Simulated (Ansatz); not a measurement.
# EuAgAs (P6_3/mmc): the equilibrium volume

Aim: the volume at which the pressure of EuAgAs (P6_3/mmc) vanishes.

Method: DFT PBEsol, scalar-relativistic, plane waves, PAW, in Ansatz 0.2.0.

## (1) The starting structure

The structure is hexagonal, space group P6_3/mmc (No. 194). The conventional cell has a = 4.531 Å, b = 4.531 Å, c = 8.134 Å, α = 90.00°, β = 90.00°, γ = 120.00°. Eu (site symmetry -3m) is surrounded by 6 Ag at 3.31 Å and 6 As at 3.31 Å. Ag (site symmetry -6m2) is surrounded by 3 As at 2.62 Å. Around As (site symmetry -6m2) lie 3 Ag at 2.62 Å and 6 Eu at 3.31 Å.

As a file:

```
Eu Ag As
1.0
     4.53100    0.00000    0.00000
    -2.26550    3.92396    0.00000
     0.00000    0.00000    8.13393
Eu Ag As
2 2 2
Direct
  0.00000 0.00000 0.00000
  0.00000 0.00000 0.50000
  0.33333 0.66667 0.75000
  0.66667 0.33333 0.25000
  0.33333 0.66667 0.25000
  0.66667 0.33333 0.75000
```

The moments start at Eu 7.00 μB.

## (2) At the starting volume (PBEsol, 6×6×2 mesh)

Contents of input.yaml:

```yaml
crystal:
  lattice:
    - [4.53100356, 0.0, 0.0]
    - [-2.26550178, 3.92396418, 0.0]
    - [0.0, 0.0, 8.13393454]
  atoms:
    - { symbol: Eu, position: [0.0, 0.0, 0.0], spin: 7.0 }
    - { symbol: Eu, position: [0.0, 0.0, 0.5], spin: 7.0 }
    - { symbol: Ag, position: [0.3333333333, 0.6666666667, 0.75] }
    - { symbol: Ag, position: [0.6666666667, 0.3333333333, 0.25] }
    - { symbol: As, position: [0.3333333333, 0.6666666667, 0.25] }
    - { symbol: As, position: [0.6666666667, 0.3333333333, 0.75] }
basis:
  ecutwfc: 420
kpoints:
  mp_grid: { grid: [6, 6, 2] }
hamiltonian:
  xc: pbesol
scf:
  occupations: { method: gaussian, width: 0.1 }
  lower_state_search: "off"
output:
  forces: true
  stress: true
  eigenvalues: true
  populations: true
  hubbard: { sites: [{ species: Eu, l: f }] }
magnetization:
  spin_polarized: true
```

Started as:

```console
> ansatz run input.yaml --threads 8 --pin off --max-ram 14336MiB --backend cpu --events-out ev --progress --plain --runs-dir out
```

After this run come: Relaxing cell and atoms.

Q: Predict the outcome of this session. Wanted: volume; pressure; conventional cell; gap on the mesh; spin moments in spheres.

**Answer**, as computed:

| quantity | value |
| --- | --- |
| volume | 22.345 Å³/atom |
| pressure | 0.00 GPa |
| conventional cell | a = 4.466 Å, b = 4.466 Å, c = 7.761 Å, α = 90.00°, β = 90.00°, γ = 120.00° |
| gap on the mesh | none (metal) |
| spin moments in spheres | Eu 6.79 μB |

Over the 2 runs shown the cell moved from 24.10 to 22.35 Å³/atom, a change of -7.3 %, where the pressure is zero within 0.01 GPa. No U acts on the 4f shell, so its levels can lie too near the Fermi level. Spin–orbit coupling is left out, though the cell holds Eu; it splits the 4f levels.
